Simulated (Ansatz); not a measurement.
**BFGeH₄Si: up Jacob's ladder to CCSD(T)**

How much do the methods differ for BFGeH₄Si? The plan is to run it at one geometry with functionals of several rungs and with coupled cluster. The yardstick is the atomisation energy at the CCSD(T) limit.

Program: Ansatz 0.2.0, Gaussian basis. Level of theory: functionals in def2-TZVPP, the program's frozen cores in correlated methods. These are calculated values, not measurements.

Levels to be run: LDA (SPW92), PBE-D4, revPBE-D4, BLYP-D4, r2SCAN-D4, B97M-V, PBE0-D4, B3LYP-D4, r2SCANh-D4, r2SCAN0-D4, HSE06-D4, BHLYP-D4, CAM-B3LYP-D4, LC-ωPBE, ωB97X-V, ωB97M-V, B2PLYP, PBE-QIDH; CCSD(T)/def2-SVP; CCSD(T)/def2-TZVPP; MP2/def2-QZVPP; extrapolation to the limit; RPA on PBE.

## 1. The relaxed structure

All runs share one geometry, relaxed beforehand with PBE0-D4 in a triple-zeta def2 set.

SMILES `F[SiH]1[BH][GeH2]1`, 8 atoms, charge 0, spin multiplicity 1.

Atoms are counted from 1 here; the program's logs count them from 0.

Bond lengths: F1–Si2 1.593 Å, Si2–B3 1.853 Å, Si2–Ge4 2.898 Å, Si2–H5 1.480 Å, B3–Ge4 1.921 Å, B3–H6 1.187 Å, Ge4–H7 1.537 Å, Ge4–H8 1.538 Å. Angles: F1–Si2–B3 128.9°, F1–Si2–Ge4 169.6°, F1–Si2–H5 105.5°, B3–Si2–Ge4 40.7°, B3–Si2–H5 125.6°, Ge4–Si2–H5 84.9°, Si2–B3–Ge4 100.3°, Si2–B3–H6 133.1°, Ge4–B3–H6 126.6°, Si2–Ge4–B3 39.0°, Si2–Ge4–H7 84.7°, Si2–Ge4–H8 166.8°, B3–Ge4–H7 123.7°, B3–Ge4–H8 127.8°, H7–Ge4–H8 108.5°.

## 2. LDA

This LDA is Slater exchange with PW92 correlation.

File in.yaml:

```yaml
crystal:
  periodic: [false, false, false]
  atoms:
    - {symbol: F, position_ang: [-2.802242, -0.096990, 1.042559]}
    - {symbol: Si, position_ang: [-1.254205, -0.152122, 0.669637]}
    - {symbol: B, position_ang: [-0.400132, 0.469738, -0.853153]}
    - {symbol: Ge, position_ang: [1.416999, -0.002278, -0.444537]}
    - {symbol: H, position_ang: [-0.595985, -0.820467, 1.814610]}
    - {symbol: H, position_ang: [-0.786075, 1.014126, -1.834400]}
    - {symbol: H, position_ang: [1.843417, -0.708935, 0.852474]}
    - {symbol: H, position_ang: [2.670323, 0.239828, -1.303089]}
basis:
  gaussian: {orbitals: def2-TZVPP}
hamiltonian: {xc: lda}
output: {orbitals: {seedname: orbitals}}
```

Command:

```sh
ansatz run in.yaml --threads 2 --pin off --events-out ev --progress --plain --max-ram 4352MiB
```

After this run come: PBE-D4 (GGA); revPBE-D4 (GGA); BLYP-D4 (GGA); r2SCAN-D4 (meta-GGA); B97M-V (meta-GGA); PBE0-D4 (hybrid); B3LYP-D4 (hybrid); r2SCANh-D4 (hybrid); r2SCAN0-D4 (hybrid); HSE06-D4 (hybrid); BHLYP-D4 (hybrid); CAM-B3LYP-D4 (range-separated); LC-ωPBE (range-separated); ωB97X-V (range-separated); ωB97M-V (range-separated); B2PLYP (double hybrid); PBE-QIDH (double hybrid); CCSD(T) in def2-SVP; CCSD(T) in def2-TZVPP; MP2 in def2-QZVPP; RPA on PBE orbitals.

Q: Predict the results of all the runs planned. Wanted: atomisation energy, CCSD(T)/CBS; farthest beyond LDA; mean size of error, GGA; mean size of error, meta-GGA; mean size of error, hybrid; mean size of error, range-separated; mean size of error, double hybrid; gap, smallest and largest; T1 diagnostic.

**Answer**, as computed:

| quantity | value |
| --- | --- |
| atomisation energy, CCSD(T)/CBS | 2473.2 kJ/mol |
| functionals within 24.7 kJ/mol (1.0 %) | BLYP-D4, r2SCAN-D4, PBE0-D4, B3LYP-D4, r2SCANh-D4, r2SCAN0-D4, HSE06-D4, CAM-B3LYP-D4, ωB97X-V, ωB97M-V, PBE-QIDH |
| farthest beyond LDA | BHLYP-D4 (-78.1 kJ/mol) |
| mean size of error, GGA | 26.2 kJ/mol |
| mean size of error, meta-GGA | 33.2 kJ/mol |
| mean size of error, hybrid | 24.4 kJ/mol |
| mean size of error, range-separated | 16.3 kJ/mol |
| mean size of error, double hybrid | 28.8 kJ/mol |
| gap, smallest and largest | 2.46 eV (BLYP-D4), 8.08 eV (LC-ωPBE) |
| T1 diagnostic | 0.0139 |
| triples share of the correlation energy | 4.0 % |

In words: The LDA atomisation energy is off by 363.8 kJ/mol (15 %): it overbinds. PBE-D4 misses by +30.0 kJ/mol. Double hybrids carry the basis error of their MP2 part in triple zeta, and no dispersion term here, so their miss is partly the set-up's. The rungs range-separated, hybrid miss on average by less than the doubt on the reference (24.7 kJ/mol), so they tie. Misses under about 24.7 kJ/mol are within the doubt on the reference itself, which lacks core-valence correlation, relativity and higher excitations, and its outer-core shells are covered unevenly. Hartree-Fock recovers 72 % of the binding; the rest is correlation. CCSD(T) in def2-SVP is off by -184.9 kJ/mol, worse than the median functional, from the basis alone. The gap grows from 2.5 to 8.1 eV across the functionals, mostly with the share of exact exchange. The restricted reference is unstable towards a spin-broken one. Correlated methods include outer-core shells of Ge, which these sets cover unevenly.
